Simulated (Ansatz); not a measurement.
Consider an atomisation energy of B₂H₆N₂, SMILES BB(N)N (Ansatz 0.2.0 through its Python package).

The script, `run_tae.py`:
```python
"""Energy to split B2H6N2 into its atoms."""

from collections import Counter

import ansatz as az
from ase import Atoms


def energy(molecule, charge=0, unpaired=0):
    calc = (
        molecule.calculation()
        .basis(gaussian="6-31G*")
        .functional("cam_b3lyp")
    )
    if charge:
        calc = calc.charge(charge)
    if unpaired:
        calc = calc.spin("collinear", total=unpaired)
    report = calc.run().report
    if report["published_state_doubts"]:
        print("  doubts:", report["published_state_doubts"])
    return report["free_energy_ev"]

atoms = Atoms(["B", "B", "N", "N", "H", "H", "H", "H", "H", "H"], positions=[
    (0.7733, 1.1482, 0.0566),
    (-0.1561, -0.2317, -0.0114),
    (-1.6739, -0.1313, -0.0694),
    (0.5063, -1.6023, -0.0161),
    (1.9507, 1.0663, 0.1015),
    (0.2558, 2.2099, 0.0601),
    (-1.9848, 0.4035, 0.7726),
    (-1.9181, 0.4415, -0.9084),
    (1.1567, -1.6331, -0.8333),
    (1.09, -1.671, 0.8478),
])
geometry = az.Crystal.molecule_from_ase(atoms)

# Hund ground states
unpaired = {"B": 1, "N": 3, "H": 1}
counts = Counter(site.symbol for site in geometry.cartesian_sites)
atom_energy = {s: energy(az.Crystal.molecule().atom(s, (0, 0, 0)), 0, unpaired[s]) for s in counts}
whole = energy(geometry, 0, 0)
for s, e in atom_energy.items():
    print(f"{s:2s} x{counts[s]}  {e:14.5f} eV")
print(f"B2H6N2: {whole:.5f} eV")
split = sum(counts[s] * e for s, e in atom_energy.items()) - whole
print(f"atomisation energy (no zero-point term): {23.060548 * split:.1f} kcal/mol, {split / sum(counts.values()):.3f} eV an atom")
```

What does it cost to take this molecule apart into atoms?

810.8 kcal/mol from the electronic energies, without the zero-point term.

What the script printed:

Output of `python run_tae.py`:
```text
B  x2      -670.24236 eV
N  x2     -1484.73526 eV
H  x6       -13.51936 eV
B2H6N2: -4426.22950 eV
atomisation energy (no zero-point term): 810.8 kcal/mol, 3.516 eV an atom
```

Reading the output:
- Total energies depend on the basis set; only differences at equal settings carry meaning.
- The geometry is a force-field or estimated start, not a minimum of this method, and the basis set is short of its limit. All parts are taken at fixed geometry, without zero-point energy.
- Hardware and time: 2.7 s on 1 thread of Arm Neoverse V2, on a shared host, peak memory 0.22 GiB.
